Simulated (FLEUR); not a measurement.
**In3As: equation of state with LDA**

The system is In3As.

```
CELL_PARAMETERS angstrom
4.67168 0.00000 0.00000
0.00000 4.67168 0.00000
0.00000 0.00000 4.67168
ATOMIC_POSITIONS crystal
In 0.50000 0.50000 0.00000
In 0.50000 0.00000 0.50000
In 0.00000 0.50000 0.50000
As 0.00000 0.00000 0.00000
```

The cell comes from a database or a generator and needn't be the stable form of this composition.

- Program: FLEUR MaX-R8.1 (later development tree)
- Task: equation of state
- Functional: LDA
- Potentials or basis: all-electron
- Basis: FLAPW
- Kmax: 4.1 1/bohr
- k mesh: 6 × 6 × 6
- Occupations: fermi-dirac, width 0.05 eV
- Spin: no spin polarisation
- Gmax: 12.7 1/bohr
- Muffin-tin radii: In 2.66, As 2.66 bohr
- lmax: In 10, As 10
- lnonsphr: In 10, As 10
- Local orbitals a species: In 5, As 6

```yaml
Equilibrium_volume: "23.34 Å³/atom (rough: see the caveat)"
Bulk_modulus: 55 GPa (rough)
```

Energy against volume, from the lowest point:
| volume (Å³/atom) | energy (meV/atom) |
| --- | --- |
| 23.960 | 0.00 |
| 24.470 | 5.87 |
| 25.489 | 25.87 |
| 26.509 | 54.76 |
| 27.019 | 71.90 |

Caveat: the minimum lies outside the volumes run.
